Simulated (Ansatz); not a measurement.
# ScBPt3: the cost of one run

Program: Ansatz 0.2.0. Level of theory: DFT PBE, scalar-relativistic, plane waves, PAW. These are calculated values, not measurements.

1 further run of the same task is left out (it didn't finish).

**1. The structure to begin with**

It takes space group Pm-3m (No. 221, cubic). Conventional cell: a = 4.255 Å, b = 4.255 Å, c = 4.255 Å, α = 90.00°, β = 90.00°, γ = 90.00°. Sc (site symmetry m-3m) has 12 Pt at 3.01 Å as nearest neighbours. B (site symmetry m-3m) is surrounded by 6 Pt at 2.13 Å. Pt (site symmetry 4/mmm) has 2 B at 2.13 Å as nearest neighbours.

Coordinates:

```
CELL_PARAMETERS angstrom
4.25454 0.00000 0.00000
0.00000 4.25454 0.00000
0.00000 0.00000 4.25454
ATOMIC_POSITIONS crystal
Sc 0.00000 0.00000 0.00000
B 0.50000 0.50000 0.50000
Pt 0.00000 0.50000 0.50000
Pt 0.50000 0.50000 0.00000
Pt 0.50000 0.00000 0.50000
```

It goes back to an entry of the Materials Project, which need not be the stable form.

It is the result of an earlier relaxation at this level (volume 15.40 Å³/atom; gap on the mesh: none (metal)).

**2. The reference: the undisturbed cell on the scan's mesh**

File input.yaml:

```yaml
crystal:
  lattice:
    - [4.2545356034, 0.0, 0.0]
    - [0.0, 4.2545356034, 0.0]
    - [0.0, 0.0, 4.2545356034]
  atoms:
    - { symbol: Sc, position: [0.0, 0.0, 0.0] }
    - { symbol: B, position: [0.5, 0.5, 0.5] }
    - { symbol: Pt, position: [0.0, 0.5, 0.5] }
    - { symbol: Pt, position: [0.5, 0.5, 0.0] }
    - { symbol: Pt, position: [0.5, 0.0, 0.5] }
basis:
  ecutwfc: 420
kpoints:
  mp_grid: { grid: [12, 12, 12] }
hamiltonian:
  xc: pbe
scf:
  occupations: { method: gaussian, width: 0.15 }
output:
  forces: true
  stress: true
  eigenvalues: true
  write_density: true
  write_potential: true
  elf: true
  volumetric_format: npy
```

The run is started by

```bash
$ ansatz run input.yaml --threads 1 --pin off --max-ram 2560MiB --backend cpu --events-out ev --progress --plain --runs-dir out
```

Q: Estimate wall time and peak memory on 1 thread of Arm Neoverse V1, shared host.

About 16 s, with a peak of 0.46 GiB.
